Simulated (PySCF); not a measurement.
# In2+: bond curves at several levels of theory

The task here is to estimate one member of a computed series from the others.

Method: In def2-SVP with ECP28, scalar-relativistic core potentials; program: PySCF 2.14.0.

The first run:

The job is set up so:

| Property | Result |
| --- | --- |
| atoms | In, In |
| charge | 1 |
| basis | In def2-SVP with ECP28 |
| Hamiltonian | scalar-relativistic core potentials |
| basis functions | 52 |
| electrons treated | 41 |
| masses in u | 114.9039, 114.9039 |
| levels | PBE0, PBE, r²SCAN, LDA, TPSSh, PBEsol, HF, MP2, SCS-MP2, CCSD, CCSD(T) |
| grid | 80 radial by 434 angular points |
| occupations | held fixed by the projection of orbital angular momentum |
| dissociation limit | In+ + In, each in its ground configuration |
| starting distance in angstrom | 2.880 |
| values of 2S to try | 1, 3 |

Launch:

```bash
$ OMP_NUM_THREADS=1 python dia.py task.json out
```

Among the steps run: Input; The PBE0 curve of the state that the search chose; Other states along the same grid; PBE (GGA); r²SCAN (meta-GGA); LDA; TPSSh (hybrid meta-GGA); PBEsol; UHF; Adding correlation.

One table of the session follows, with a row left open; its other results are not shown here.

Energy (eV) from each level's lowest point:

| R (Å) | UHF | UHF-MP2 | UHF-SCS-MP2 | UHF-CCSD | UHF-CCSD(T) |
| --- | --- | --- | --- | --- | --- |
| 3.074 | 0.272 | 0.187 | 0.209 | n/a | n/a |
| 3.217 | 0.130 | 0.074 | 0.089 | 0.081 | 0.075 |
| 3.360 | 0.048 | 0.017 | 0.026 | 0.020 | 0.017 |
| 3.467 | 0.015 | 0.001 | 0.004 | 0.002 | 0.000 |
| 3.574 | ? | ? | ? | ? | ? |
| 3.681 | 0.000 | 0.011 | 0.008 | 0.011 | 0.012 |
| 3.824 | 0.015 | 0.040 | 0.032 | 0.039 | 0.042 |
| 4.003 | 0.052 | 0.089 | 0.077 | 0.088 | 0.093 |
| 4.217 | 0.110 | 0.158 | 0.142 | 0.158 | 0.165 |
| 4.503 | 0.200 | 0.258 | 0.238 | n/a | n/a |

Estimate the missing values for R (Å) = 3.574.

Worked estimate for «UHF». A straight line through the neighbours (3.467, 0.015) and (3.681, 0.000) gives 0.015 + (0.000 − 0.015) × (3.574 − 3.467) / (3.681 − 3.467) = 0.008; a parabola fitted to 4 rows on both sides gives 0.001.

The run gave: UHF: 0.001; UHF-MP2: 0.000; UHF-SCS-MP2: 0.000; UHF-CCSD: 0.000; UHF-CCSD(T): 0.000. In «UHF» the line misses by +0.007 and the parabola by 0.000.

To keep in mind: Lowest PBE0 solution found, without spin–orbit coupling: ²Σg⁺ (doublet), unpaired electrons σ ↑. Warnings in the runs' records: inverted.
